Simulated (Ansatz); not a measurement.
# The manganese atom (sextet): from Hartree-Fock to the top rungs, def2-TZVP

Aim: climb from Hartree-Fock through coupled cluster and multireference methods for the manganese atom (sextet) at one geometry and basis, and see what each rung misses.

Computed with Ansatz 0.2.0, Gaussian basis. Level: def2-TZVP, core rule «outside noble gas», up to 9 orbitals frozen.

Plan: CCSD(T) on UHF; CISD; CCSDT(Q) on ROHF; CCSDT(Q) on UHF; CASSCF and MRCISD+Q, 7 electrons in 6 orbitals; CASSCF and MRCISD+Q(relaxed), 7 electrons in 6 orbitals; CASSCF and NEVPT4(SD), 7 electrons in 6 orbitals; CASSCF and NEVPT2, 7 electrons in 6 orbitals; Full CI.

1 further run of the same task is left out (it didn't finish).

**1. The atom**

A free atom, in its lowest state of this spin that the program finds.

1 atom, charge 0, spin multiplicity 6.

**2. CCSD(T) on UHF**

The input, in.yaml:

```yaml
crystal:
  periodic: [false, false, false]
  atoms:
    - {symbol: Mn, position_ang: [0.000000, 0.000000, 0.000000]}
basis:
  gaussian: {orbitals: def2-TZVP}
magnetization: {spin_polarized: true, initial_magnetization: 5}
correlation: {method: ccsd_t, electrons: outside_noble_gas}
```

Started as:

```console
> ansatz run in.yaml --threads 1 --pin off --events-out ev --progress --plain --max-ram 3916MiB
```

After this run come: CISD; CCSDT(Q) on ROHF; CCSDT(Q) on UHF; CASSCF and MRCISD+Q, 7 electrons in 6 orbitals; CASSCF and MRCISD+Q(relaxed), 7 electrons in 6 orbitals; CASSCF and NEVPT4(SD), 7 electrons in 6 orbitals; CASSCF and NEVPT2, 7 electrons in 6 orbitals; Full CI.

**Question.** What will the summary of the whole plan be? Wanted: FCI below the UHF energy; UMP2 from FCI; UCCSD(T) from FCI; UCCSDT(Q) from FCI; NEVPT2 valence from FCI; NEVPT4(SD) valence from FCI; MRCISD+Q valence from FCI; effectively unpaired electrons.

**Answer**, as computed:

| quantity | value |
| --- | --- |
| FCI below the UHF energy | -3.0860 eV |
| UMP2 from FCI | +45.8 kJ/mol |
| UCCSD(T) from FCI | -0.9 kJ/mol |
| UCCSDT(Q) from FCI | -2.1 kJ/mol |
| NEVPT2 valence from FCI | +90.6 kJ/mol |
| NEVPT4(SD) valence from FCI | +17.7 kJ/mol |
| MRCISD+Q valence from FCI | +0.3 kJ/mol |
| levels within 1 kcal/mol (43 meV) | UCCSD(T), UCCSDT, UCCSDT(Q), MRCISD+Q valence, MRCISD+Q(relaxed) valence |
| effectively unpaired electrons | 5.07 |

What this shows: UCCSD(T) lands -0.9 kJ/mol from the yardstick (0.3 % of the correlation energy). UCCSD(T), UCCSDT, UCCSDT(Q) fall below full CI: unrestricted runs freeze a spin-polarised core, another one than full CI's, and coupled cluster isn't variational. One determinant dominates. Of the multireference levels listed MRCISD+Q valence comes nearest in total energy (+0.3 kJ/mol), which doesn't show that its space is the better one. These misses are within one basis, not against nature; the frozen cores of restricted and unrestricted runs differ, which can shift their rows.
